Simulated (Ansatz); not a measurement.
# HfB in Ansatz: the effect of functional

HfB:

```
Hf B
1.0
     0.00000    2.32530    2.32530
     2.32530    0.00000    2.32530
     2.32530    2.32530    0.00000
Hf B
1 1
Cartesian
  2.3253 2.3253 2.3253
  0.0000 0.0000 0.0000
```

The cell isn't the ideal one: volume scaled by 1.02.

Alike in all runs:

* Program: Ansatz 0.2.0
* Task: single point
* Potentials or basis: Ansatz PAW
* k mesh: 10 × 10 × 10
* Occupations: fermi-dirac, width 0.05 eV
* Spin: no spin polarisation

```tsv
functional	cutoff	pressure (GPa)
LDA	420 eV (not typed: the program's choice for these potentials)	13.1
PBEsol	420 eV (not typed: the program's choice for these potentials)	?
r2SCAN	500 eV (not typed: the program's choice for these potentials)	23.6
```

Question: What does the run with functional PBEsol give?

Answer: Pressure 18.2 GPa.

Caveats: the PAW data sets come from PBE, with cores solved anew for the run's functional, which leaves a small shift of forces and pressure.

Runs at the PBE level aren't shown here.
